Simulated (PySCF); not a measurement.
# A workflow on SnTe (SMILES [Sn][Te])

Wanted: a geometry optimisation (CAM-B3LYP-D4/def2-TZVPP), then a single-point energy (CAM-QTP01/STO-3G) of SnTe. The job is set up through a Python script.

The calculation is run with PySCF 2.14.0.

2 further runs of the same task are left out: 1 for a faulty analytic Hessian, 1 for a known fault of the program.

### Step 1. The molecule

SnTe has 2 atoms, charge 0, and is taken as a singlet. SMILES: `[Sn][Te]`. All atoms were displaced at random from a relaxed shape. The run starts from this shape.

Bond lengths: Sn1–Te2 2.574 Å.

### Step 2. A structure relaxation at CAM-B3LYP-D4/def2-TZVPP (core potential) (run 1)

run.py reads:

```python
from pyscf import gto, dft
from pyscf.geomopt.geometric_solver import kernel as optimise

mol = gto.M(
    atom=[
    ('Sn', (0.117757, 0.053869, -0.028841)),
    ('Te', (0.004308, 0.037457, 2.543028)),
],
    verbose=3,
    ecp={'Sn': 'def2-svp', 'Te': 'def2-svp'},
    basis='def2-tzvpp',
    max_memory=1860,
)

calc0 = dft.RKS(mol, xc='cam-b3lyp')
calc0.disp = 'd4'
converged, mol_eq = optimise(calc0, maxsteps=100, convergence_set='GAU_TIGHT')
print('converged:', converged)
print(mol_eq.tostring())

calc0.reset(mol_eq)
mol = mol_eq
calc0.kernel()
e_tot = calc0.e_tot
print('E = %.10f Eh' % e_tot)
```

On the command line:

```console
$ OMP_NUM_THREADS=1 python run.py
```

Standard output:

```text
convergence_set           GAU_TIGHT
maxiter                   100
----------------------------------------------------------
Custom engine selected.
Bonds will be generated from interatomic distances less than 1.20 times sum of covalent radii
6 internal coordinates being used (instead of 6 Cartesians)
Internal coordinate system (atoms numbered from 1):
Distance 1-2
Translation-X 1-2
Translation-Y 1-2
Translation-Z 1-2
Rotation-A 1-2
Rotation-B 1-2
Rotation-C 1-2
> ===== Optimization Info: ====
> Job type: Energy minimization
> Maximum number of optimization cycles: 100
> Initial / maximum trust radius (Angstrom): 0.100 / 0.300
> Convergence Criteria:
> Will converge when all 5 criteria are reached:
>  |Delta-E| < 1.00e-06
>  RMS-Grad  < 1.00e-05
>  Max-Grad  < 1.50e-05
>  RMS-Disp  < 4.00e-05
>  Max-Disp  < 6.00e-05
> === End Optimization Info ===

Geometry optimization cycle 1
Cartesian coordinates (Angstrom)
 Atom        New coordinates             dX        dY        dZ
  Sn   0.117757   0.053869  -0.028841    0.000000  0.000000  0.000000
  Te   0.004308   0.037457   2.543028    0.000000  0.000000  0.000000

WARN: Mole.unit (angstrom) is changed to Bohr

converged SCF energy = -482.358719077202
--------------- RKS_Scanner gradients ---------------
         x                y                z
0 Sn     0.0009094517     0.0001280531    -0.0208711726
1 Te    -0.0009101500    -0.0001264674     0.0208754279
----------------------------------------------
cycle 1: E = -482.358719077  dE = -482.359  norm(grad) = 0.0295479
Step    0 : Gradient = 2.089e-02/2.090e-02 (rms/max) Energy = -482.3587190772
Hessian Eigenvalues: 5.00000e-02 5.00000e-02 5.00000e-02 ... 5.00000e-02 5.00000e-02 7.92490e-02

[... 5 lines left out ...]
converged SCF energy = -482.35852189552
[... 14 lines left out ...]
converged SCF energy = -482.360171804123
[... 14 lines left out ...]
converged SCF energy = -482.360172004023
[... 14 lines left out ...]
converged SCF energy = -482.36017204852
[... 14 lines left out ...]
converged SCF energy = -482.360172186785
[... 14 lines left out ...]
converged SCF energy = -482.360172668188
[... 14 lines left out ...]
converged SCF energy = -482.360173133335
[... 14 lines left out ...]
converged SCF energy = -482.360173638911
[... 14 lines left out ...]
converged SCF energy = -482.360173719682
[... 15 lines left out ...]
converged SCF energy = -482.360173866982
[... 14 lines left out ...]
converged SCF energy = -482.36017395116
[... 5 lines left out ...]
cycle 12: E = -482.360173951  dE = -8.41781e-08  norm(grad) = 0.000132622
Step   11 : Displace = 1.756e-04/1.756e-04 (rms/max) Trust = 1.745e-04 (+) Grad = 8.486e-05/8.486e-05 (rms/max) E (change) = -482.3601739512 (-8.418e-08) Quality = 0.745
Hessian Eigenvalues: 3.17681e-04 5.00003e-02 5.00026e-02 ... 5.00068e-02 1.05821e-01 1.97625e-01

Geometry optimization cycle 13
Cartesian coordinates (Angstrom)
 Atom        New coordinates             dX        dY        dZ
  Sn   0.168813   0.079557   0.001617    0.000316  0.000112 -0.000130
  Te  -0.055539  -0.001637   2.494152   -0.000374 -0.000149  0.000053
converged SCF energy = -482.360173949753
--------------- RKS_Scanner gradients ---------------
         x                y                z
0 Sn     0.0000172534    -0.0000219928     0.0000068902
1 Te    -0.0000236680     0.0000421523     0.0000053135
----------------------------------------------
cycle 13: E = -482.36017395  dE = 1.40727e-09  norm(grad) = 5.65161e-05
Step   12 : Displace = 1.262e-04/1.262e-04 (rms/max) Trust = 1.745e-04 (=) Grad = 3.833e-07/3.833e-07 (rms/max) E (change) = -482.3601739498 (+1.407e-09) Quality = -0.069
Hessian Eigenvalues: 3.15510e-04 4.99991e-02 5.00024e-02 ... 5.00036e-02 1.06827e-01 1.96797e-01

Geometry optimization cycle 14
Cartesian coordinates (Angstrom)
 Atom        New coordinates             dX        dY        dZ
  Sn   0.169091   0.079703   0.001600    0.000279  0.000147 -0.000016
  Te  -0.055865  -0.001855   2.494070   -0.000326 -0.000218 -0.000082
converged SCF energy = -482.360173936395
--------------- RKS_Scanner gradients ---------------
         x                y                z
0 Sn     0.0000173749    -0.0000218630     0.0000045740
1 Te    -0.0000238557     0.0000420690     0.0000076613
----------------------------------------------
cycle 14: E = -482.360173936  dE = 1.3358e-08  norm(grad) = 5.65543e-05
Step   13 : Displace = 2.103e-07/2.103e-07 (rms/max) Trust = 6.308e-05 (-) Grad = 2.379e-06/2.379e-06 (rms/max) E (change) = -482.3601739364 (+1.336e-08) Quality = -182.965
Hessian Eigenvalues: 3.15510e-04 4.99991e-02 5.00024e-02 ... 5.00036e-02 1.06827e-01 1.96797e-01
Converged! =D

converged: True
Sn          0.16909129        0.07970333        0.00160049
Te         -0.05586519       -0.00185504        2.49407001
converged SCF energy = -482.360173936468
E = -482.3601739365 Eh
```

Run time: 7.1 min. Hardware: 1 thread of Arm Neoverse V2, shared host; peak memory 0.73 GiB.

Steps, from the record of the run:

```
step  energy from the first frame kept (eV)  largest force (eV/Å)
   0                                 0.0000                1.0745
   1                                 0.0054                1.3575
   2                                -0.0395                0.0124
   3                                -0.0395                0.0018
   4                                -0.0395                0.0011
   5                                -0.0395                0.0047
   6                                -0.0396                0.0149
   7                                -0.0396                0.0194
   8                                -0.0396                0.0240
   9                                -0.0396                0.0154
  10                                -0.0396                0.0108
  11                                -0.0396                0.0049
  12                                -0.0396                0.0025
  13                                -0.0396                0.0025
```

After the run. Bond lengths: Sn1–Te2 2.504 Å.

### Step 3. A single-point energy at CAM-QTP01/STO-3G (run 3)

run.py reads:

```python
from pyscf import gto, dft

mol = gto.Mole()
mol.atom = [
    ('Sn', (0.169091, 0.079703, 0.001600)),
    ('Te', (-0.055865, -0.001855, 2.494070)),
]
mol.verbose = 4
mol.max_memory = 1860
mol.spin = 0
mol.basis = 'sto-3g'
mol.build()

mf = dft.RKS(mol)
mf.xc = 'hyb_gga_xc_cam_qtp_01'
mf.kernel()

energy = mf.e_tot
print('E = %.10f Eh' % energy)
mf.analyze()
```

On the command line:

```console
$ OMP_NUM_THREADS=1 python run.py
```

Standard output:

```text
PySCF version 2.14.0

[INPUT] num. atoms = 2
[INPUT] num. electrons = 102
[INPUT] charge = 0
[INPUT] spin (= nelec alpha-beta = 2S) = 0
[INPUT] symmetry False subgroup None
[INPUT] Mole.unit = angstrom
[INPUT] Symbol           X                Y                Z      unit          X                Y                Z       unit  Magmom
[INPUT]  1 Sn     0.169091000000   0.079703000000   0.001600000000 AA    0.319535680129   0.150616841306   0.003023561799 Bohr   0.0
[INPUT]  2 Te    -0.055865000000  -0.001855000000   2.494070000000 AA   -0.105569549949  -0.003505441961   4.713109235494 Bohr   0.0

nuclear repulsion = 549.480596383272
number of shells = 22
number of NR pGTOs = 162
number of NR cGTOs = 54
basis = sto-3g
ecp = {}

******** <class 'pyscf.dft.rks.RKS'> ********
method = RKS
initial guess = minao
damping factor = 0
level_shift factor = 0
DIIS = <class 'pyscf.scf.diis.CDIIS'>
diis_start_cycle = 1
diis_space = 8
diis_damp = 0
SCF conv_tol = 1e-09
SCF conv_tol_grad = None
SCF max_cycles = 50
direct_scf = True
direct_scf_tol = 1e-13
XC library pyscf.dft.libxc version 7.0.0
    S. Lehtola, C. Steigemann, M. J.T. Oliveira, and M. A.L. Marques.,  SoftwareX 7, 1–5 (2018)
XC functionals = hyb_gga_xc_cam_qtp_01
radial grids:
    Treutler-Ahlrichs [JCP 102, 346 (1995); DOI:10.1063/1.469408] (M4) radial grids

becke partition: Becke, JCP 88, 2547 (1988); DOI:10.1063/1.454033
[... 27 lines left out ...]
converged SCF energy = -12514.7780460321
[... 4 lines left out ...]
One-electron Energy =               -18381.583176042120613
[... 2 lines left out ...]
DFT Exchange-Correlation Energy =     -333.233487719227071
[... 4 lines left out ...]
MO #3   energy= -164.720424467102  occ= 2
[... 2 lines left out ...]
MO #6   energy= -157.023534083867  occ= 2
[... 2 lines left out ...]
MO #9   energy= -142.065635958348  occ= 2
[... 2 lines left out ...]
MO #12  energy= -28.8274389623774  occ= 2
[... 2 lines left out ...]
MO #15  energy= -27.7572533432409  occ= 2
[... 2 lines left out ...]
MO #18  energy= -25.0638285257036  occ= 2
[... 2 lines left out ...]
MO #21  energy= -20.3927221308753  occ= 2
[... 2 lines left out ...]
MO #24  energy= -17.1389529606893  occ= 2
[... 2 lines left out ...]
MO #27  energy= -17.1367581074396  occ= 2
[... 2 lines left out ...]
MO #30  energy= -4.20723162128266  occ= 2
[... 2 lines left out ...]
MO #33  energy= -4.02302068370401  occ= 2
[... 2 lines left out ...]
MO #36  energy= -3.08511022355738  occ= 2
[... 2 lines left out ...]
MO #39  energy= -1.28134160693066  occ= 2
[... 2 lines left out ...]
MO #42  energy= -0.67982670225571  occ= 2
[... 2 lines left out ...]
MO #45  energy= -0.66020865968521  occ= 2
[... 2 lines left out ...]
MO #48  energy= -0.358348698354312 occ= 2
[... 2 lines left out ...]
MO #51  energy= -0.227960949207547 occ= 2
[... 2 lines left out ...]
MO #54  energy= 0.303364405110294  occ= 0
[... 20 lines left out ...]
pop of  0 Sn 3dyz         2.00000
pop of  0 Sn 3dz^2        1.99997
pop of  0 Sn 3dxz         2.00000
pop of  0 Sn 3dx2-y2      2.00000
pop of  0 Sn 4dxy         1.99999
pop of  0 Sn 4dyz         1.99914
pop of  0 Sn 4dz^2        1.97885
pop of  0 Sn 4dxz         1.99871
pop of  0 Sn 4dx2-y2      1.99999
pop of  1 Te 1s           2.00000
pop of  1 Te 2s           2.00000
pop of  1 Te 3s           1.99995
pop of  1 Te 4s           2.00000
pop of  1 Te 5s           1.87593
pop of  1 Te 2px          2.00000
pop of  1 Te 2py          2.00000
pop of  1 Te 2pz          2.00000
pop of  1 Te 3px          1.99999
pop of  1 Te 3py          1.99999
pop of  1 Te 3pz          1.99996
pop of  1 Te 4px          1.99972
pop of  1 Te 4py          1.99972
pop of  1 Te 4pz          1.99964
pop of  1 Te 5px          1.56439
pop of  1 Te 5py          1.56624
pop of  1 Te 5pz          1.30280
pop of  1 Te 3dxy         2.00000
pop of  1 Te 3dyz         2.00000
pop of  1 Te 3dz^2        1.99999
pop of  1 Te 3dxz         2.00000
pop of  1 Te 3dx2-y2      2.00000
pop of  1 Te 4dxy         2.00000
pop of  1 Te 4dyz         1.99958
pop of  1 Te 4dz^2        1.99538
pop of  1 Te 4dxz         1.99949
pop of  1 Te 4dx2-y2      2.00000
 ** Mulliken atomic charges  **
charge of    0Sn =      0.30274
charge of    1Te =     -0.30274
Dipole moment(X, Y, Z, Debye):  0.31546,  0.11437, -3.49516
```

Wall time 4.8 s (1 thread of Arm Neoverse V2, shared host); peak memory 0.21 GiB.

### Step 4. Outcome

```
                                               quantity            value
run 1, CAM-B3LYP-D4/def2-TZVPP: total energy at the end    -482.36017 Eh
          run 1, CAM-B3LYP-D4/def2-TZVPP: dipole moment           2.68 D
            run 1, CAM-B3LYP-D4/def2-TZVPP: HOMO energy         -7.74 eV
            run 1, CAM-B3LYP-D4/def2-TZVPP: LUMO energy         -1.75 eV
          run 1, CAM-B3LYP-D4/def2-TZVPP: HOMO–LUMO gap          5.99 eV
            run 1, CAM-B3LYP-D4/def2-TZVPP: bond length          2.504 Å
      run 1, CAM-B3LYP-D4/def2-TZVPP: dispersion energy     -5.47 kJ/mol
                  run 3, CAM-QTP01/STO-3G: total energy  -12514.77805 Eh
                 run 3, CAM-QTP01/STO-3G: dipole moment           3.51 D
                   run 3, CAM-QTP01/STO-3G: HOMO energy         -6.20 eV
                   run 3, CAM-QTP01/STO-3G: LUMO energy          2.48 eV
                 run 3, CAM-QTP01/STO-3G: HOMO–LUMO gap          8.68 eV
```

In words: The optimisation (run 1, CAM-B3LYP-D4/def2-TZVPP) took 13 steps and changed the energy by -0.040 eV. Relativity is left out (run 3, CAM-QTP01/STO-3G) although the molecule holds a heavy atom.
